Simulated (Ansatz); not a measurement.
Run this with the Ansatz DFT code, driven from Python and show what comes out.

`plan_ta2n.py`:
```python
"""What the engine would do for Ta2N, without solving."""

from dataclasses import replace
import warnings

import ansatz as az

K_SPACING = 0.29


def main() -> None:
    warnings.simplefilter("ignore", az.DeckWarning)

    ta2n = (
        az.Lattice.from_parameters(3.11286, 3.11286, 4.86984, alpha=90, beta=90, gamma=120)
        .space_group(164)
        .atom("Ta", [2 / 3, 1 / 3, 0.74529])
        .atom("N", [0.0, 0.0, 0.0])
    )

    model = (
        ta2n.calculation()
        .occupations(az.OccupationsMethod.COLD)
        .kpoints(spacing=K_SPACING)
    )
    for repeats in [(1, 1, 1), (2, 1, 1), (2, 2, 1), (2, 2, 2)]:
        told = replace(model, crystal=ta2n.supercell(*repeats)).session().plan(dry_run=True).describe()
        print(repeats, "bands", told.n_bands, "plane waves", tuple(told.n_pw_range), "k-points", len(told.kweights), "grid", tuple(told.fft_dense), "symmetry operations", told.n_sym_ops)


if __name__ == "__main__":
    main()
```

```console
$ python plan_ta2n.py
(1, 1, 1) bands 20 plane waves (786, 806) k-points 50 grid (24, 24, 36) symmetry operations 12
(2, 1, 1) bands 37 plane waves (1584, 1613) k-points 115 grid (45, 24, 36) symmetry operations 8
(2, 2, 1) bands 74 plane waves (3182, 3245) k-points 19 grid (45, 45, 36) symmetry operations 48
(2, 2, 2) bands 148 plane waves (6378, 6441) k-points 12 grid (45, 45, 72) symmetry operations 96
```

The structure comes from a database and needn't be a stable phase.
